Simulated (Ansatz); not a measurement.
# C₂H₂Se (SMILES C=C=[Se]): one structure at several levels

An exercise on one series of results from a longer session: the logs are not shown, and one member is left open.

Program: Ansatz 0.2.0, Gaussian basis. Level of theory: single points in def2-TZVPP. These are calculated values, not measurements.

Correlated methods freeze the cores. Filled d shells of the heavier atoms are correlated.

## Where the work starts

SMILES `C=C=[Se]`, 5 atoms, charge 0, spin multiplicity 1.

Atoms are counted from 1 here; the program's logs count them from 0.

Bond lengths: C1–C2 1.301 Å, C1–H4 1.078 Å, C1–H5 1.087 Å, C2–Se3 1.678 Å. Angles: C2–C1–H4 122.6°, C2–C1–H5 122.4°, H4–C1–H5 115.0°, C1–C2–Se3 179.5°.

Geometry (Å):

```mol
C2H2Se
  3D, bonds by distance, orders not assigned

  5  4  0  0  0  0  0  0  0  0999 V2000
    0.4304   -0.4362   -0.1672 C   0  0
   -0.4574    0.4487    0.1822 C   0  0
   -1.6100    1.5875    0.6199 Se  0  0
    1.2854   -0.1911   -0.7763 H   0  0
    0.3545   -1.4822    0.1175 H   0  0
  1  2  8  0
  1  4  8  0
  1  5  8  0
  2  3  8  0
M  END
```

Set-up of the first run:

Contents of run/in.yaml:

```yaml
crystal:
  periodic: [false, false, false]
  atoms:
    - {symbol: C, position_ang: [0.430400, -0.436200, -0.167200]}
    - {symbol: C, position_ang: [-0.457400, 0.448700, 0.182200]}
    - {symbol: Se, position_ang: [-1.610000, 1.587500, 0.619900]}
    - {symbol: H, position_ang: [1.285400, -0.191100, -0.776300]}
    - {symbol: H, position_ang: [0.354500, -1.482200, 0.117500]}
basis:
  gaussian: {orbitals: def2-TZVPP}
correlation: {method: ccsd_t}
output: {forces: true}
```

The command line of these runs was not kept.

Among the steps run: CCSD(T)/def2-TZVPP; PBE0-D4/def2-TZVPP; wB97M-V/def2-TZVPP; r2SCAN-D4/def2-TZVPP; PBE-D4/def2-TZVPP; CAM-B3LYP-D4/def2-TZVPP; BHLYP-D4/def2-TZVPP.

One of the session's tables, all rows but one given; the rest of the session is left out.

```
      method  RMS force component (eV/Å)  angle to CCSD(T) forces (°)  dipole (D)
     CCSD(T)                       0.461                    reference        0.91
     PBE0-D4                       0.294                         42.4        1.05
     wB97M-V                           ?                            ?           ?
   r2SCAN-D4                       0.306                         34.7        1.04
      PBE-D4                       0.413                         29.1        0.89
CAM-B3LYP-D4                       0.324                         54.4        1.10
    BHLYP-D4                       0.372                         62.4        1.20
```

Q: Estimate the row for wB97M-V from the others.

As computed: RMS force component (eV/Å): 0.330; angle to CCSD(T) forces (°): 41.6; dipole (D): 1.09. In the column «RMS force component (eV/Å)» it lies between CAM-B3LYP-D4 (0.324) and BHLYP-D4 (0.372).
